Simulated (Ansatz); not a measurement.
# H2Pb (CdI2 type): how the settings move a single-point run

Aim: see which settings change the result for H2Pb (CdI2 type), by how much, and at what cost.

Method: reference: DFT, PBE, all-electron PAW with datasets made for the crystal, scalar-relativistic, in Ansatz 0.2.0.

## Step 1: The starting structure

It takes space group P-3m1 (No. 164, trigonal). Conventional cell: a = 3.750 Å, b = 3.750 Å, c = 3.644 Å, α = 90.00°, β = 90.00°, γ = 120.00°. Pb (site symmetry -3m) has 6 H at 2.32 Å as nearest neighbours. Around H (site symmetry 3m) lie 3 Pb at 2.32 Å.

Structure file:

```
Pb H
1.0
     3.75005    0.00000    0.00000
    -1.87503    3.24764    0.00000
     0.00000    0.00000    3.64397
Pb H
1 2
Cartesian
  0.0000 0.0000 0.0000
  0.0000 2.1651 0.8331
  1.8750 1.0825 2.8109
```

## Step 2: Baseline

Input file input.yaml:

```yaml
crystal:
  lattice:
    - [3.7500520039, 0.0, 0.0]
    - [-1.8750260019, 3.2476403009, 0.0]
    - [0.0, 0.0, 3.6439737521]
  atoms:
    - { symbol: Pb, position: [0.0, 0.0, 0.0] }
    - { symbol: H, position: [0.3333333333, 0.6666666667, 0.2286228593] }
    - { symbol: H, position: [0.6666666667, 0.3333333333, 0.7713771407] }
kpoints:
  mp_grid: { grid: [11, 11, 6] }
  band_path:
    path:
      - [0.0, 0.0, 0.0]
      - [0.5, 0.0, 0.0]
      - [0.3333333333, 0.3333333333, 0.0]
      - [0.0, 0.0, 0.0]
      - [0.0, 0.0, 0.5]
      - [0.5, 0.0, 0.5]
      - [0.3333333333, 0.3333333333, 0.5]
      - [0.0, 0.0, 0.5]
      - [0.5, 0.0, 0.5]
    npoints: 8
scf:
  occupations: { method: fermi_dirac, width: 0.05 }
hamiltonian:
  xc: pbe
  pseudopotentials: { kind: all_electron, datasets: crystal }
output:
  forces: true
  stress: true
  eigenvalues: true
  efg: { contact_densities: true }
```

Started as:

```console
$ ansatz run input.yaml --threads 1 --pin off --max-ram 4096MiB --backend cpu --events-out ev --progress --plain --runs-dir out
```

## Step 3: Changing settings: mp_grid.grid [6, 6, 3], n_extra_bands 32, preconditioner resta

input.yaml: that of step 2 with these lines changed.

```diff
@@ -10,3 +10,3 @@
 kpoints:
-  mp_grid: { grid: [11, 11, 6] }
+  mp_grid: { grid: [6, 6, 3] }
   band_path:
@@ -25,2 +25,4 @@
   occupations: { method: fermi_dirac, width: 0.05 }
+  n_extra_bands: 32
+  mixing: { preconditioner: resta }
 hamiltonian:
```

## Step 4: Variant: symmetry.detect false, mp_grid.grid [9, 9, 5]

input.yaml: that of step 2 with these lines changed.

```diff
@@ -9,4 +9,5 @@
     - { symbol: H, position: [0.6666666667, 0.3333333333, 0.7713771407] }
+  symmetry: { detect: false }
 kpoints:
-  mp_grid: { grid: [11, 11, 6] }
+  mp_grid: { grid: [9, 9, 5] }
   band_path:
```

Before running it: what results should come out? Wanted: for each run, ending; energy change; pressure; gap; force.

**Answer**, as computed:

```csv
run,ending,energy change,pressure (GPa),gap (eV),force (eV/Å),cycles,time
reference,converged,0,0.0,0.00,0.00,7,17 s
"1: mp_grid.grid [6, 6, 3], n_extra_bands 32, preconditioner resta",converged,+39.4 meV/atom,0.0,0.00,0.10,7,26 s
"2: symmetry.detect false, mp_grid.grid [9, 9, 5]",converged,-2.1 meV/atom,-0.1,0.00,0.02,7,51 s
```

Residual by cycle in the longest SCF loop of each run; runs are numbered as in the table. The quantity is the density residual dr2, in eV.

```csv
cycle,reference,run 1,run 2
1,1.5,1.59,1.47
2,0.46,0.0209,0.424
3,0.00879,0.00304,0.00472
4,4.5e-4,9.4e-5,6.0e-4
5,1.4e-5,5.2e-6,3.1e-5
6,1.8e-7,7.7e-7,1.7e-7
7,8.4e-8,5.5e-9,3.4e-8
```

**Reading.** Of the converged runs whose energies compare with the reference's, «mp_grid.grid [6, 6, 3], n_extra_bands 32, preconditioner resta» moves the energy most (+39.4 meV/atom) and «symmetry.detect false, mp_grid.grid [9, 9, 5]» least (-2.1 meV/atom).

Changed settings gave other datasets; differences in energy of a few meV/atom between such runs can come from the datasets alone.
